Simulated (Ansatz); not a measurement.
# C2H6BClS: small, medium and large basis sets

One table from this session's results is given with a row withheld; the runs are named, their logs left out.

Program: Ansatz 0.2.0, Gaussian basis. Level of theory: one geometry, several basis sets. These are calculated values, not measurements.

Levels to be run: PBE0-D4/def2-SVP; ωB97M-V/def2-SVP; PBE0-D4/def2-QZVPP; ωB97M-V/def2-QZVPP; the functionals' def2-TZVPP values are taken from earlier runs.

## Structure used throughout

An earlier PBE0-D4 in a triple-zeta def2 set relaxation fixed the geometry.

SMILES `CCB(S)Cl`, 11 atoms, charge 0, spin multiplicity 1.

Atoms are counted from 1 here; the program's logs count them from 0.

Bond lengths: C1–C2 1.526 Å, C1–H6 1.091 Å, C1–H7 1.092 Å, C1–H8 1.092 Å, C2–B3 1.565 Å, C2–H9 1.101 Å, C2–H10 1.095 Å, B3–S4 1.792 Å, B3–Cl5 1.764 Å, S4–H11 1.344 Å. Angles: C2–C1–H6 111.2°, C2–C1–H7 111.1°, C2–C1–H8 111.2°, H6–C1–H7 108.0°, H6–C1–H8 107.4°, H7–C1–H8 107.7°, C1–C2–B3 116.1°, C1–C2–H9 109.2°, C1–C2–H10 110.4°, B3–C2–H9 105.3°, B3–C2–H10 110.1°, H9–C2–H10 105.1°, C2–B3–S4 124.7°, C2–B3–Cl5 120.6°, S4–B3–Cl5 114.7°, B3–S4–H11 96.7°.

Coordinates:

```csv
atom,x (Å),y (Å),z (Å)
C1,-1.0159,-0.3108,-1.0568
C2,0.0579,-0.5171,0.0072
B3,0.8245,0.7665,0.4680
S4,1.4458,1.0431,2.1260
Cl5,1.1908,2.0532,-0.6815
H6,-0.6024,0.1615,-1.9493
H7,-1.4620,-1.2620,-1.3547
H8,-1.8187,0.3322,-0.6888
H9,0.8331,-1.1920,-0.3867
H10,-0.3592,-1.0373,0.8753
H11,0.9714,-0.0943,2.6618
```

The first run:

in.yaml

```yaml
crystal:
  periodic: [false, false, false]
  atoms:
    - {symbol: C, position_ang: [-1.015890, -0.310814, -1.056769]}
    - {symbol: C, position_ang: [0.057895, -0.517149, 0.007169]}
    - {symbol: B, position_ang: [0.824499, 0.766545, 0.467975]}
    - {symbol: S, position_ang: [1.445781, 1.043141, 2.125961]}
    - {symbol: Cl, position_ang: [1.190815, 2.053196, -0.681460]}
    - {symbol: H, position_ang: [-0.602393, 0.161464, -1.949318]}
    - {symbol: H, position_ang: [-1.462002, -1.261984, -1.354692]}
    - {symbol: H, position_ang: [-1.818721, 0.332241, -0.688834]}
    - {symbol: H, position_ang: [0.833062, -1.192048, -0.386716]}
    - {symbol: H, position_ang: [-0.359218, -1.037329, 0.875330]}
    - {symbol: H, position_ang: [0.971371, -0.094265, 2.661754]}
basis:
  gaussian: {orbitals: def2-SVP}
hamiltonian: {xc: pbe0, dispersion: d4}
output: {orbitals: {seedname: orbitals}}
```

Started as:

```bash
$ ansatz run in.yaml --threads 4 --pin off --events-out ev --progress --plain --max-ram 10444MiB
```

Steps of the session up to this table: PBE0-D4 in def2-SVP; ωB97M-V in def2-SVP; PBE0-D4 in def2-QZVPP; ωB97M-V in def2-QZVPP.

One of the session's tables, all rows but one given; the rest of the session is left out.

It belongs to the step «Density functionals: the series». 

```
functional       basis  HOMO (eV)
   PBE0-D4    def2-SVP      -7.91
   PBE0-D4  def2-TZVPP      -8.03
   PBE0-D4  def2-QZVPP      -8.06
   ωB97M-V    def2-SVP     -10.04
   ωB97M-V  def2-TZVPP     -10.20
   ωB97M-V  def2-QZVPP          ?
```

Q: Estimate the row for ωB97M-V, def2-QZVPP from the others.

**Answer.** HOMO (eV): -10.23. In the column «HOMO (eV)» it is the lowest.
